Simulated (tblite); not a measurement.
# C12H24N2S: the cost of one run

Programs: tblite 0.8.0 and PySCF 2.14.0, with routines of our own; each step states its level. All values are computed. Atoms count from 0.

### Step 1. The starting structure

39 atoms, charge 0, multiplicity 1; geometry from: force field, distance geometry or constructed start.

### Step 2. Geometry optimisation with GFN2-xTB

The job: settings as JSON, then the geometry in Å.

```
{"job": {"kind": "relax", "xc": "GFN2-xTB", "basis": "xTB"}, "charge": 0, "multiplicity": 1}
C      4.986900    -0.264500     0.759900
C      4.398100    -0.301800    -0.650400
C      3.058200     0.405600    -0.767900
C      1.933200    -0.263300     0.020900
C      0.585000     0.418200    -0.213500
C     -0.521300    -0.258500     0.595000
N     -1.918300     0.301500     0.294000
C     -2.003600     1.787800     0.634900
C     -2.326400     0.050700    -1.170500
C     -3.771100    -0.413600    -1.091200
C     -3.768900    -1.286000     0.139900
C     -2.972000    -0.475300     1.144700
N     -0.990000    -5.866300    -0.935300
C     -1.154400    -4.742500    -0.717100
S     -1.422400    -2.992700    -0.364300
H      5.058200     0.767600     1.130700
H      4.370400    -0.831400     1.466900
H      5.984600    -0.703600     0.764800
H      5.111000     0.176600    -1.325300
H      4.307100    -1.346300    -0.964700
H      2.772800     0.433800    -1.828400
H      3.156500     1.453100    -0.448400
H      2.166400    -0.231600     1.104800
H      1.860400    -1.328000    -0.262500
H      0.356700     0.391300    -1.286400
H      0.669500     1.472600     0.069700
H     -0.554400    -1.331500     0.386900
H     -0.343900    -0.117600     1.672500
H     -1.346600     2.342200    -0.038000
H     -1.707600     1.918800     1.680400
H     -3.036000     2.115300     0.481000
H     -1.693500    -0.742100    -1.570600
H     -2.193400     0.969400    -1.753400
H     -4.442700     0.438700    -0.960500
H     -4.072300    -0.957300    -1.993000
H     -3.262700    -2.235200    -0.064500
H     -4.776900    -1.505600     0.496600
H     -3.604600     0.262000     1.650700
H     -2.460100    -1.096400     1.890100
```

The run is started by

```sh
$ OMP_NUM_THREADS=1 python large_run.py task.json out
```

The driver reads the jobs from task.json and runs them one after another.

**Question.** How long does this first job take on 1 thread of Arm Neoverse V1, shared host, and how much memory does it need?

About 4.4 s, with a peak of 0.18 GiB.
